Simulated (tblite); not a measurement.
# C7H14GeO: the cost of one run

Programs: tblite 0.8.0 and PySCF 2.14.0, with density-fitted response routines of our own. Each step states its level of theory. These are calculated values for one molecule, in the gas phase or a continuum, unless marked as measured. Atoms count from 0, in the outputs and in this text.

## (1) Starting geometry

23 atoms, charge 0, multiplicity 1; geometry from: force field or distance geometry start.

Bonds of the start (Å): C0–C1 1.52, C1–C2 1.49, C1–O3 1.39, O3–C4 1.43, C4–C5 1.26, C5–C6 1.48, C6–Ge7 1.95, Ge7–C8 1.98, C8–C4 1.48, C0–H9 1.12, C0–H10 1.12, C0–H11 1.11, C1–H12 1.11, C2–H13 1.14, C2–H14 1.10, C2–H15 1.10, C5–H16 1.13, C6–H17 1.12, C6–H18 1.12, Ge7–H19 1.52, Ge7–H20 1.53, C8–H21 1.10, C8–H22 1.08.

## (2) Relaxing the molecule with GFN2-xTB

What the job is given:

```
{"job": {"kind": "relax", "xc": "GFN2-xTB", "basis": "xTB"}, "charge": 0, "multiplicity": 1}
C     -3.114300     0.111200     0.903000
C     -1.830500    -0.077200     0.117600
C     -1.824500     0.988600    -0.926400
O     -0.701800    -0.124300     0.923700
C      0.628300    -0.311200     0.421500
C      1.344400    -1.299300     0.742400
C      2.709000    -1.473400     0.208700
Ge     3.089000     0.391000    -0.223900
C      1.159700     0.692100    -0.524100
H     -3.119300     1.050900     1.508700
H     -3.974200     0.214400     0.187800
H     -3.321900    -0.734900     1.593500
H     -1.949000    -1.058900    -0.383100
H     -2.902900     1.203800    -1.212100
H     -1.380500     0.625900    -1.865800
H     -1.412700     1.951100    -0.602700
H      0.965900    -2.081500     1.472100
H      2.730500    -2.129600    -0.696000
H      3.426500    -1.845500     0.979000
H      3.900400     0.553500    -1.500700
H      3.605800     1.188000     0.978200
H      0.960200     1.741200    -0.247900
H      1.007100     0.451100    -1.570500
```

Launch:

```
$ OMP_NUM_THREADS=1 python probes_run.py task.json out
```

This one command runs all jobs of the session in turn.

Q: Estimate the wall time and peak memory of this first job on 1 thread of Arm Neoverse V1, shared host.

About 2.1 s, with a peak of 0.17 GiB.
